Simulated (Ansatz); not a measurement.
# BeCl (charge -1): a test of scalar relativity

Computed with the Python package of Ansatz (0.2.0).

Contents of `becl.xyz`:
```text
2

Be    0.00000    0.00000    0.00000
Cl    0.00000    0.00000    2.03000
```

Run as a notebook:

**Cell 1**
```python
import ansatz as az
import numpy as np
```

**Cell 2**
```python
becl = az.Crystal.molecule_from_extxyz('becl.xyz')
```

**Cell 3**
```python
calculation = becl.calculation().functional('b3lyp').charge(-1).forces()
sets = {'none': 'cc-pVTZ', 'scalar': 'cc-pVTZ-DK'}
found = {kind: calculation.basis(gaussian=basis).pseudopotentials(relativity=kind).run(threads=1).report for kind, basis in sets.items()}
for kind, each in found.items():
    dipole = 4.803205 * np.linalg.norm(each['charge_distribution']['dipole_moment_e_ang'])
    print(f'{kind:7s} E = {each["free_energy_ev"]:.4f} eV  dipole {dipole:.3f} D  largest force component {np.abs(each["forces_ev_ang"]).max():.4f} eV/A')
print(f'relativity lowers the total energy by {found["none"]["free_energy_ev"] - found["scalar"]["free_energy_ev"]:.3f} eV')
```
Output:
```text
none    E = -12926.3458 eV  dipole 6.891 D  largest force component 0.5513 eV/A
scalar  E = -12965.0523 eV  dipole 6.881 D  largest force component 0.5567 eV/A
relativity lowers the total energy by 38.707 eV
```

Total energies depend on the basis set; only differences at equal settings carry meaning. The geometry is a force-field or estimated start, not a minimum of this method. The basis set changes with the Hamiltonian (a set recontracted for scalar relativity), and most of the change in the total lies in the cores. An ion's dipole depends on the origin; the program takes it about the centre of nuclear charge. b3lyp holds the VWN-RPA fit, as in Gaussian; the form of ORCA and Turbomole is b3lyp5. The spin state was assumed, and another may lie lower. Anions want diffuse functions, which this basis lacks. Hardware and time: 2 s on 1 thread of Arm Neoverse V1 (shared host), peak memory 0.17 GiB.
